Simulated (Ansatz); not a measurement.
# Cd (Cadmium): the cost of one run

Computed with Ansatz 0.2.0 (DFT r²SCAN, frozen-core PAW and all-electron LAPW, scalar-relativistic unless said, unless a step's input says otherwise).

**1. The structure to begin with**

Symmetry: P6_3/mmc, No. 194, hexagonal system. The conventional cell has a = 2.988 Å, b = 2.988 Å, c = 5.631 Å, α = 90.00°, β = 90.00°, γ = 120.00°. Around Cd (site symmetry -6m2) lie 12 Cd at 2.99 to 3.30 Å.

Structure file:

```cif
data_structure
_symmetry_space_group_name_H-M 'P 1'
_symmetry_Int_Tables_number 1
_cell_length_a 2.9884
_cell_length_b 2.9884
_cell_length_c 5.6307
_cell_angle_alpha 90.000
_cell_angle_beta 90.000
_cell_angle_gamma 120.000
_cell_volume 43.55
loop_
_atom_site_label
_atom_site_type_symbol
_atom_site_fract_x
_atom_site_fract_y
_atom_site_fract_z
_atom_site_occupancy
Cd1 Cd 0.33333 0.66667 0.25000 1
Cd2 Cd 0.66667 0.33333 0.75000 1
```

Cartesian axes are those of the input's lattice vectors. The structure goes back to a database entry.

**2. Reference run, PAW**

input.yaml

```yaml
crystal:
  lattice:
    - [2.98840864433, 0.0, 0.0]
    - [-1.49420432217, 2.58803780288, 0.0]
    - [0.0, 0.0, 5.63072976361]
  atoms:
    - { symbol: Cd, position: [0.333333333333, 0.666666666667, 0.25] }
    - { symbol: Cd, position: [0.666666666667, 0.333333333333, 0.75] }
kpoints:
  mp_grid: { grid: [16, 16, 8] }
scf:
  occupations: { method: fermi_dirac, width: 0.1 }
hamiltonian:
  xc: r2scan
  pseudopotentials: { kind: paw }
elastic:
  mode: relaxed_ion
  stencil: two_point
  amplitude: 0.005
```

Started as:

```
$ ansatz run input.yaml --threads 1 --pin off --max-ram 2560MiB --backend cpu --events-out ev --progress --plain --runs-dir out
```

**Question.** How long does this run take on 1 thread of Arm Neoverse V1, shared host, and how much memory does it need?

About 11 min, with a peak of 0.9 GiB.
